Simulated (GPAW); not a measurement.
Set up this calculation in GPAW 26.7.0, as an ASE script.

```yaml
Task: band structure
Functional: LDA
Potentials_or_basis: the program's PAW data sets (release 1.2.1) made for this functional
Cutoff: 600 eV
Basis: pw
k_mesh: 9 × 9 × 7
Occupations: fermi-dirac, width 0.05 eV
Spin: no spin polarisation
Maxiter: 150
Band_path: GMKGALHA,LM,KH
Band_points: 60
```

The structure of SiSe lies in POSCAR:

```
SiSe
1.0
    3.5951980377      0.0000000000      0.0000000000
   -1.7975990189      3.1135328323      0.0000000000
    0.0000000000      0.0000000000      3.5987300000
Si Se
1 1
Direct
    0.6666700000      0.3333300000      0.5000000000
    0.0000033333     -0.0000033333      0.0000000000
```

The cell was built by a generator and needn't be a form met in nature.

One way to write it, as run:

run.py

```python
from ase.dft.bandgap import bandgap
from ase.io import read, write
from ase.units import Bohr, GPa
from gpaw import GPAW, PW
from gpaw.elf import elf_from_dft_calculation

atoms = read('POSCAR')

calc = GPAW(mode=PW(600),
            xc='LDA',
            kpts={'size': (9, 9, 7), 'gamma': True},
            occupations={'name': 'fermi-dirac', 'width': 0.05},
            nbands=13,
            convergence={'density': 1e-05, 'energy': 1e-05},
            maxiter=150,
            txt='gpaw.txt')
atoms.calc = calc
energy = atoms.get_potential_energy()
forces = atoms.get_forces()
stress = atoms.get_stress()
calc.write('gs.gpw')
write('result.traj', atoms)
print(f'Energy: {energy:.6f} eV')
print('Forces (eV/A):')
print(forces.round(4))
print('Stress (GPa):', (stress / GPa).round(3))
print('Fermi level:', round(calc.get_fermi_level(), 4), 'eV')
print(f'Gap: {bandgap(calc)[0]:.4f} eV, direct: {bandgap(calc, direct=True)[0]:.4f} eV')

# fields on the real-space grid
write('density.cube', atoms, data=calc.get_pseudo_density() * Bohr**3)
write('potential.cube', atoms, data=calc.get_electrostatic_potential())
write('elf.cube', atoms, data=elf_from_dft_calculation(calc).data)

path = atoms.cell.bandpath('GMKGALHA,LM,KH', npoints=60, eps=1e-4)
bs_calc = calc.fixed_density(kpts=path, symmetry='off', nbands=23,
                             convergence={'bands': 'CBM+6.0', 'eigenstates': 1e-6}, txt='bands.txt')
bs = bs_calc.band_structure()
bs.write('bs.json')
print(f'Gap on the path: {bandgap(bs_calc)[0]:.4f} eV')
```

Potentials or basis: the program's PAW data sets (release 1.2.1) made for this functional, pw.

Run with:

```bash
$ OMP_NUM_THREADS=1 python run.py
```

Results of the run:

```yaml
Pressure: -3.5 GPa
Band_gap_along_the_path: none (metal or under the smearing width)
```

It took 24 s on 1 thread of Intel(R) Xeon(R) 6975P-C (Granite Rapids) (shared host), peak memory 0.25 GiB.
